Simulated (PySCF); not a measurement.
**B₂ClH₃O: electronic excitations and core binding energies**

What electronic excitations and core binding energies should B₂ClH₃O (`BOBCl`) show?

The runs use PySCF 2.14.0, with density-fitted response routines of our own; the level of theory stands in each step. All values are computed, except where a source is named. Atoms count from 0, in the outputs and in this text.

### Step 1. The molecule as given

7 atoms, charge 0, multiplicity 1; geometry from: GFN2-xTB.

Bonds of the start (Å): B0–O1 1.30, O1–B2 1.30, B2–Cl3 1.74, B0–H4 1.18, B0–H5 1.18, B2–H6 1.18.

### Step 2. TDDFT and polarisability: wB97X-D/def2-SVPD

The job: settings as JSON, then the geometry in Å.

```
{"job": {"kind": "uv", "xc": "wB97X-D", "basis": "def2-SVPD", "nstates": 8, "ntriplets": 3}, "charge": 0, "multiplicity": 1}
B      1.273841    -0.206909    -0.260786
O      0.041479    -0.113366     0.154045
B     -1.185473     0.051237     0.535788
Cl    -1.956036     1.589558     0.266496
H      2.148886     0.070284     0.476257
H      1.480595    -0.581677    -1.357374
H     -1.799959    -0.804224     1.058089
```

With the program's defaults for keys left out, this is: TDDFT wB97X-D/def2-SVPD, vertical, gas phase, core orbitals frozen in the response.

The log of the run:

```text
coarse grid: 6744 points
cycle   1  E = -586.6162820678  dE =  5.402e-01  |g| = 5.834e-01  |ddm| = 3.172e+00
cycle   2  E = -586.6087160362  dE =  7.566e-03  |g| = 6.751e-01  |ddm| = 1.182e+00
cycle   3  E = -586.6878217264  dE = -7.911e-02  |g| = 5.245e-02  |ddm| = 5.416e-01
cycle   4  E = -586.6884843234  dE = -6.626e-04  |g| = 2.531e-02  |ddm| = 1.255e-01
cycle   5  E = -586.6886649783  dE = -1.807e-04  |g| = 3.005e-03  |ddm| = 4.639e-02
cycle   6  E = -586.6886684718  dE = -3.494e-06  |g| = 9.900e-04  |ddm| = 9.270e-03
final grid: 61488 points
cycle   7  E = -586.7642950127  dE = -6.399e-05  |g| = 2.892e-03  |ddm| = 9.220e-02
cycle   8  E = -586.7642970354  dE = -2.023e-06  |g| = 1.425e-03  |ddm| = 1.420e-02
cycle   9  E = -586.7642975148  dE = -4.795e-07  |g| = 3.841e-04  |ddm| = 3.056e-03
cycle  10  E = -586.7642975652  dE = -5.032e-08  |g| = 1.459e-04  |ddm| = 1.116e-03
cycle  11  E = -586.7642975697  dE = -4.513e-09  |g| = 3.204e-05  |ddm| = 2.137e-04
cycle  12  E = -586.7642975701  dE = -4.687e-10  |g| = 1.967e-05  |ddm| = 6.677e-05
converged SCF energy = -586.7642975701

Static polarisability (au): isotropic 46.449, principal 37.487 41.631 60.230

Singlet excitations
state   eV       nm        f      main configurations
  1   6.2413    198.7   0.00000   H->L 0.87, H-2->L 0.10
  2   7.0440    176.0   0.00290   H-1->L+1 0.97
  3   7.7374    160.2   0.25083   H->L+1 0.91
  4   7.8429    158.1   0.00334   H-3->L+1 0.97
  5   8.1900    151.4   0.01731   H-1->L 0.95
  6   8.6190    143.8   0.06717   H->L+2 0.86
  7   8.7035    142.5   0.16151   H-3->L 0.53, H-2->L+1 0.25, H-1->L+2 0.13
  8   8.7715    141.3   0.05073   H-2->L+1 0.61, H-3->L 0.29

Triplet excitations (Tamm-Dancoff, eV): 5.7510 6.6936 6.8173
```

Run time: 5.7 s. Hardware: 1 thread, shared host.

The orbitals next to the gap, with their largest atomic shares:

| orbital | eV | atoms |
| --- | --- | --- |
| HOMO−3 | -12.07 | O1 32 %, Cl3 31 %, B2 18 % |
| HOMO−2 | -12.03 | Cl3 62 %, B2 12 %, B0 11 % |
| HOMO−1 | -11.07 | Cl3 77 %, B2 13 %, H6 7 % |
| HOMO | -10.82 | B0 23 %, O1 23 %, Cl3 22 % |
| LUMO | 0.91 | B0 46 %, O1 24 %, H4 11 % |
| LUMO+1 | 1.24 | B2 43 %, O1 22 %, Cl3 20 % |
| LUMO+2 | 1.76 | B2 47 %, B0 36 %, Cl3 8 % |

With each of the 8 states as a Gaussian band of 0.4 eV half-width at 1/e, the curve within the window shown has maxima at 160 nm (ε 11,000), 143 nm (ε 11,000) L/(mol cm). Beyond the last state computed it falls off for lack of states. The curve at chosen wavelengths:

| nm | ε (L/mol/cm) |
| --- | --- |
| 137 | 4738 |
| 140 | 9175 |
| 144 | 11131 |
| 147 | 8679 |
| 150 | 6260 |
| 154 | 6892 |
| 157 | 9208 |
| 160 | 10528 |
| 164 | 8792 |
| 167 | 5930 |
| 170 | 3298 |
| 174 | 1200 |
| 177 | 518 |
| 180 | 231 |
| 183 | 114 |
| 187 | 48 |
| 190 | 25 |
| 193 | 12 |
| 197 | 4 |
| 200 | 2 |
| 203 | 1 |
| 207 | 0 |
| 210 | 0 |
| 213 | 0 |
| 217 | 0 |
| 220 | 0 |

Ground-state properties from the same run:

| property | computed |
| --- | --- |
| dipole moment (D) | 1.13 |
| polarisability (Å³) | 6.88 |
| HOMO–LUMO gap (eV) | 11.73 |
| −ε(HOMO) (eV) | 10.82 |

### Step 3. Core holes by ΔSCF: SCAN, X2C

Settings changed since step 2:

```diff
@@ -1,2 +1,2 @@
-{"job": {"kind": "uv", "xc": "wB97X-D", "basis": "def2-SVPD", "nstates": 8, "ntriplets": 3}, "charge": 0, "multiplicity": 1}
+{"job": {"kind": "xps"}, "charge": 0, "multiplicity": 1}
 B      1.273841    -0.206909    -0.260786
```

Method: delta-SCF UKS SCAN, pcX-2 on the ionised atom, pcseg-1 elsewhere, spin-free X2C.

The log of the run:

```text
ground state, core basis on atom 0 (B), 106 functions
  cycle   1  E = -588.25067677  |g| = 5.58e-01
  cycle   2  E = -588.07947146  |g| = 1.10e+00
  cycle   3  E = -588.30679099  |g| = 1.17e-01
  cycle   4  E = -588.30977155  |g| = 3.84e-02
  cycle   5  E = -588.31020338  |g| = 1.01e-02
  cycle   6  E = -588.31023173  |g| = 2.51e-03
  cycle   7  E = -588.31023539  |g| = 7.00e-04
  cycle   8  E = -588.31023478  |g| = 2.22e-04
  E(ground) = -588.32110342 Eh
hole in B 1s of atom 0
  cycle   1  E = -580.65827154  |g| = 1.15e+00
  cycle   2  E = -578.78224621  |g| = 1.78e+00
  cycle   3  E = -580.77415914  |g| = 6.45e-01
  cycle   4  E = -581.01352682  |g| = 2.79e-01
  cycle   5  E = -581.02269525  |g| = 2.72e-01
  cycle   6  E = -581.05217353  |g| = 2.29e-02
  cycle   7  E = -581.05241034  |g| = 1.11e-02
  cycle   8  E = -581.05247970  |g| = 7.29e-03
  cycle   9  E = -581.05251983  |g| = 3.10e-03
  cycle  10  E = -581.05253065  |g| = 1.52e-03
  cycle  11  E = -581.05253687  |g| = 9.68e-04
  cycle  12  E = -581.05253835  |g| = 2.26e-04
  E(ion) = -581.06260551 Eh   <S^2> = 0.8060   hole on atom = 1.000   binding energy = 197.514 eV
ground state, core basis on atom 1 (O), 106 functions
  cycle   1  E = -588.34639867  |g| = 1.16e-01
  cycle   2  E = -588.34323219  |g| = 1.54e-01
  cycle   3  E = -588.34699639  |g| = 4.40e-02
  cycle   4  E = -588.34732515  |g| = 1.62e-03
  cycle   5  E = -588.34732857  |g| = 4.08e-04
  E(ground) = -588.35326191 Eh
hole in O 1s of atom 1
  cycle   1  E = -567.68102255  |g| = 2.23e+00
  cycle   2  E = -567.17358403  |g| = 2.20e+00
  cycle   3  E = -568.38812760  |g| = 4.68e-01
  cycle   4  E = -568.40582093  |g| = 3.75e-01
  cycle   5  E = -568.49497129  |g| = 4.77e-02
  cycle   6  E = -568.49616146  |g| = 7.47e-03
  cycle   7  E = -568.49619000  |g| = 2.29e-03
  cycle   8  E = -568.49619376  |g| = 5.60e-04
  cycle   9  E = -568.49619441  |g| = 1.53e-04
  E(ion) = -568.50180837 Eh   <S^2> = 0.7606   hole on atom = 1.000   binding energy = 540.186 eV
ground state, core basis on atom 2 (B), 106 functions
  cycle   1  E = -588.30939884  |g| = 1.31e-01
  cycle   2  E = -588.30241458  |g| = 2.30e-01
  cycle   3  E = -588.31211927  |g| = 1.63e-02
  cycle   4  E = -588.31214124  |g| = 1.17e-02
  cycle   5  E = -588.31218222  |g| = 8.99e-04
  cycle   6  E = -588.31218319  |g| = 1.78e-04
  E(ground) = -588.32330219 Eh
hole in B 1s of atom 2
  cycle   1  E = -580.62378430  |g| = 1.17e+00
  cycle   2  E = -578.82250981  |g| = 1.97e+00
  cycle   3  E = -580.87824936  |g| = 4.82e-01
  cycle   4  E = -581.01928647  |g| = 1.46e-01
  cycle   5  E = -581.02379896  |g| = 1.16e-01
  cycle   6  E = -581.02876938  |g| = 3.83e-02
  cycle   7  E = -581.02949622  |g| = 1.42e-02
  cycle   8  E = -581.02950202  |g| = 5.36e-02
  cycle   9  E = -581.02962833  |g| = 6.15e-03
  cycle  10  E = -580.99555122  |g| = 4.16e-01
  cycle  11  E = -581.02939013  |g| = 1.08e-01
  cycle  12  E = -581.02865161  |g| = 1.32e-01
  cycle  13  E = -581.02812798  |g| = 1.46e-01
  cycle  14  E = -581.02898350  |g| = 1.23e-01
  cycle  15  E = -580.85674652  |g| = 8.63e-01
  cycle  16  E = -580.93746502  |g| = 6.45e-01
  cycle  17  E = -581.02974822  |g| = 3.51e-02
  cycle  18  E = -581.02968095  |g| = 2.93e-03
  cycle  19  E = -581.02967588  |g| = 3.73e-03
  cycle  20  E = -581.02967151  |g| = 8.33e-03
  cycle  21  E = -581.02967711  |g| = 1.36e-02
  cycle  22  E = -581.02967295  |g| = 1.14e-02
  cycle  23  E = -581.02967756  |g| = 1.58e-02
  cycle  24  E = -581.02967852  |g| = 1.41e-02
  cycle  25  E = -580.96840790  |g| = 5.34e-01
  cycle  26  E = -581.02967804  |g| = 3.88e-03
  cycle  27  E = -581.02973741  |g| = 7.60e-02
  cycle  28  E = -581.02972419  |g| = 2.77e-02
  cycle  29  E = -581.02971429  |g| = 2.36e-02
  cycle  30  E = -581.02964578  |g| = 8.73e-02
  cycle  31  E = -581.02972809  |g| = 3.14e-02
  cycle  32  E = -581.02974343  |g| = 3.46e-02
  cycle  33  E = -581.02973976  |g| = 3.27e-02
  cycle  34  E = -581.02974682  |g| = 2.97e-02
  cycle  35  E = -581.02977935  |g| = 5.54e-02
  cycle  36  E = -581.02975084  |g| = 4.36e-02
  cycle  37  E = -581.02968579  |g| = 7.31e-03
  cycle  38  E = -581.02968084  |g| = 9.17e-03
  cycle  39  E = -581.02967806  |g| = 6.92e-03
  cycle  40  E = -581.02967931  |g| = 3.58e-03
  cycle  41  E = -581.02968569  |g| = 1.24e-02
  cycle  42  E = -581.02968642  |g| = 1.16e-02
  cycle  43  E = -581.02967956  |g| = 5.17e-03
  cycle  44  E = -581.02968192  |g| = 2.34e-03
  cycle  45  E = -581.02968362  |g| = 2.01e-03
  cycle  46  E = -581.02968182  |g| = 1.02e-03
  cycle  47  E = -581.02968188  |g| = 1.01e-03
  cycle  48  E = -581.02968217  |g| = 1.03e-03
  cycle  49  E = -581.02968135  |g| = 5.91e-04
  cycle  50  E = -581.02968168  |g| = 5.01e-04
hole again with damping 0.5
  cycle   1  E = -580.62378430  |g| = 1.17e+00
  cycle   2  E = -578.82250981  |g| = 1.97e+00
  cycle   3  E = -580.05696827  |g| = 1.24e+00
  cycle   4  E = -580.72207222  |g| = 7.48e-01
  cycle   5  E = -580.89511230  |g| = 4.68e-01
  cycle   6  E = -580.01012384  |g| = 1.32e+00
  cycle   7  E = -581.02098228  |g| = 1.04e-01
  cycle   8  E = -581.02160425  |g| = 9.54e-02
  cycle   9  E = -581.02876150  |g| = 4.78e-02
  cycle  10  E = -581.02957280  |g| = 1.28e-02
  cycle  11  E = -581.02964556  |g| = 1.40e-02
  cycle  12  E = -581.02966269  |g| = 5.86e-03
  cycle  13  E = -581.02967903  |g| = 2.25e-03
  cycle  14  E = -581.02968527  |g| = 6.75e-03
  cycle  15  E = -581.02968214  |g| = 1.75e-03
  cycle  16  E = -581.02968185  |g| = 4.06e-04
  E(ion) = -581.03878811 Eh   <S^2> = 0.8142   hole on atom = 0.996   binding energy = 198.222 eV
ground state, core basis on atom 3 (Cl), 117 functions
  cycle   1  E = -588.50101318  |g| = 4.86e-01
  cycle   2  E = -588.50115524  |g| = 4.90e-02
  cycle   3  E = -588.50098340  |g| = 4.75e-02
  cycle   4  E = -588.50126311  |g| = 1.92e-02
  cycle   5  E = -588.50133221  |g| = 2.69e-03
  cycle   6  E = -588.50133432  |g| = 3.31e-04
  E(ground) = -588.49432311 Eh
hole in Cl 1s of atom 3
  cycle   1  E = -483.29666881  |g| = 5.47e+00
  cycle   2  E = -483.80807774  |g| = 2.13e+00
  cycle   3  E = -484.25978645  |g| = 7.90e-01
  cycle   4  E = -484.43588318  |g| = 4.89e-01
  cycle   5  E = -484.52180241  |g| = 1.49e-01
  cycle   6  E = -484.52984052  |g| = 2.37e-02
  cycle   7  E = -484.52997889  |g| = 1.50e-02
  cycle   8  E = -484.53008325  |g| = 3.44e-03
  cycle   9  E = -484.53008869  |g| = 8.83e-04
  cycle  10  E = -484.53008949  |g| = 1.04e-04
  E(ion) = -484.53202540 Eh   <S^2> = 0.7520   hole on atom = 1.000   binding energy = 2828.958 eV
hole in Cl 2p of atom 3
  cycle   1  E = -580.43326995  |g| = 1.70e+00
  cycle   2  E = -580.44930284  |g| = 1.25e+00
  cycle   3  E = -580.81941556  |g| = 3.83e-01
  cycle   4  E = -580.86907593  |g| = 2.22e-01
  cycle   5  E = -580.88659896  |g| = 4.15e-02
  cycle   6  E = -580.88737899  |g| = 1.18e-02
  cycle   7  E = -580.88745069  |g| = 4.36e-03
  cycle   8  E = -580.88746085  |g| = 1.39e-03
  cycle   9  E = -580.88745977  |g| = 1.66e-04
  E(ion) = -580.88921487 Eh   <S^2> = 0.7515   hole on atom = 1.001   binding energy = 206.946 eV
  2p3/2 = 206.360 eV   2p1/2 = 208.014 eV
```

Run time: 16 s. Hardware: 1 thread, shared host.

Binding energies by hole, beside the orbital energy of the ground state; the difference holds orbital relaxation and, for a density functional, its self-interaction error:

| hole | stands for | environment | ΔSCF (eV; 2p as the shell's mean) | −ε (eV) | ⟨S²⟩ |
| --- | --- | --- | --- | --- | --- |
| B1s on B0 | B0 | boron bonded to O, 2 H | 197.51 | 181.3 | 0.806 |
| O1s on O1 | O1 | oxygen bonded to 2 B | 540.19 | 518.3 | 0.761 |
| B1s on B2 | B2 | boron bonded to Cl, O, H | 198.22 | 182.3 | 0.814 |
| Cl1s on Cl3 | Cl3 | chlorine bonded to B | 2828.96 | 2763.7 | 0.752 |
| Cl2p on Cl3 | Cl3 | chlorine bonded to B | 206.91 | 193.6 | 0.751 |

With the spin-orbit splitting: Cl3 2p3/2 206.36, 2p1/2 208.01 eV. The table gives each 2p level as the mean over the whole 2p shell (two parts 2p3/2, one part 2p1/2), which differs a little from the single hole in the log.

### Step 4. Results

| quantity | value |
| --- | --- |
| lowest singlet (wB97X-D/def2-SVPD) | 6.24 eV (199 nm), f = 0.000 |
| brightest single state of those computed | state 3, 7.74 eV, f = 0.251 |
| lowest triplet | 5.75 eV |
| B1s binding energies, SCAN/pcX-2 | B2 198.22, B0 197.51 eV |
| O1s binding energies, SCAN/pcX-2 | O1 540.19 eV |
| Cl1s binding energies, SCAN/pcX-2 | Cl3 2828.96 eV |
| Cl2p binding energies, SCAN/pcX-2 | Cl3 206.91 eV |

What this shows: The lowest singlet, at 6.24 eV, is HOMO→LUMO 0.87, HOMO−2→LUMO 0.10 and is dark; of the 8 states computed, the strongest absorption comes from state 3 at 7.74 eV. The lowest triplet lies 0.49 eV below the lowest singlet (triplets in Tamm-Dancoff, singlets in full TDDFT). B2 (boron bonded to Cl, O, H) binds its B1s electron 0.71 eV more tightly than B0 (boron bonded to O, 2 H).
